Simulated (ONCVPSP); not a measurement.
# Pseudopotential generation for Pm: ONCV, PBE

Aim: build the potential from the settings below, then test how well it stands in for the atom: other configurations, scattering, ghost states and the plane-wave cutoff that it needs.

Method: ONCVPSP 4.0.1, PBE, scalar-relativistic.

**1. Starting point**

Typed settings, in words:

- element: promethium (Pm, Z = 61)
- type: optimised norm-conserving Vanderbilt (ONCV)
- frozen core: [Kr] 4d10
- valence charge: 15
- reference configuration: 4f5 5s2 5p6 6s1 (charge +1)
- partial waves: 5s+6s: rc 2.15 bohr, ncon 3, nbas 6, qcut 5.7 1/bohr, 2 projectors; 5p: rc 2.75 bohr, ncon 4, nbas 7, qcut 4.5 1/bohr, 2 projectors, debl 3.8 Ha; d scattering state at 0.02 Ha: rc 2.20 bohr, ncon 4, nbas 8, qcut 4.7 1/bohr, 1 projector; 4f: rc 1.35 bohr, ncon 4, nbas 9, qcut 14.8 1/bohr, 3 projectors, debl 2.8 Ha
- local potential: polynomial inside 1.10 bohr (lpopt 5, dvloc0 2 Ha)
- core correction: Teter function fitted to the true core (icmod 2), fcfact 0.7

An earlier all-electron run gives the scale for the radii.

All-electron outer shells of the reference configuration (PBE, scalar-relativistic, ld1.x):

```tsv
shell	level (eV)	outermost node (bohr)	outermost maximum (bohr)
5s	-47.94	0.70	1.29
5p	-28.72	0.75	1.46
6s	-8.31	1.73	3.50
4f	-8.15	–	0.64
5d	-7.27	0.86	2.12
6p	-5.27	2.06	4.43
```

**2. Generating the potential**

Contents of Pm.dat:

```
# ATOM AND REFERENCE CONFIGURATION
# atsym  z   nc   nv     iexc    psfile
  Pm 61.00    9    4        4      upf
#
#   n    l    f
    1    0    2.00
    2    0    2.00
    2    1    6.00
    3    0    2.00
    3    1    6.00
    3    2   10.00
    4    0    2.00
    4    1    6.00
    4    2   10.00
    4    3    5.00
    5    0    2.00
    5    1    6.00
    6    0    1.00
#
# PSEUDOPOTENTIAL AND OPTIMIZATION
# lmax
    3
#
#   l,   rc,      ep,       ncon, nbas, qcut
    0    2.15    0.00    3    6    5.70
    1    2.75    0.00    4    7    4.50
    2    2.20    0.02    4    8    4.70
    3    1.35    0.00    4    9   14.80
#
# LOCAL POTENTIAL
# lloc, lpopt,  rc(5),   dvloc0
    4    5    1.10    2.00
#
# VANDERBILT-KLEINMAN-BYLANDER PROJECTORs
# l, nproj, debl
    0    2    2.40
    1    2    3.80
    2    1    0.70
    3    3    2.80
#
# MODEL CORE CHARGE
# icmod, fcfact, rcfact
    2    0.70    0.70
#
# LOG DERIVATIVE ANALYSIS
# epsh1, epsh2, depsh
   -3.00    5.00    0.02
#
# OUTPUT GRID
# rlmax, drl
    6.00    0.01
#
# TEST CONFIGURATIONS
# ncnf
    4
# nvcnf
#   n    l    f
    4
    4    3    5.00
    5    0    2.00
    5    1    6.00
    6    0    2.00
#
    4
    4    3    5.00
    5    0    2.00
    5    1    6.00
    6    0    0.00
#
    4
    4    3    4.00
    5    0    2.00
    5    1    6.00
    6    0    0.00
#
    5
    4    3    5.00
    5    0    2.00
    5    1    6.00
    6    0    1.00
    6    1    1.00
#
```

The run is started by

```console
oncvpsp.x < Pm.dat > Pm.out
```

What does the calculation give? Wanted: cutoffs for 1 and 0.1 mHa per electron, occupied waves; bound ghosts; GHOST(+) flags; largest test error; largest phase difference near zero energy, channels read; rms error of d²Exc/dn², without and with the model core; projector energies reset by the program.

As calculated:

| quantity | value |
| --- | --- |
| cutoffs for 1 and 0.1 mHa per electron, occupied waves | 80 Ha and 89 Ha |
| bound ghosts | s at -92.91 eV |
| GHOST(+) flags | p at 99 eV |
| largest test error (AE − PS) | +96 meV, for 4f4 5s2 5p6 6s0 |
| largest phase difference near zero energy, channels read | 0.065 rad |
| rms error of d²Exc/dn², without and with the model core | 8.15 and 1.72 mHa |
| projector energies reset by the program | d: 0.050 Ha |

What this shows: It has a bound ghost (s), a state that the atom doesn't have, and that rules the file out. By total energies transferability is fair: the largest error is 96 meV on 34.1 eV, for 4f4 5s2 5p6 6s0. The potential is very hard: the looser tolerance needs 80 Ha. At the looser tolerance the 4f wave is the slowest; 5s needs 11 Ha. Near zero energy the largest phase difference among the channels read is 0.06 rad, in the p channel. The program also flags highly localised states, GHOST(+) (p). These are tests on the free atom; a crystal test is still owed.
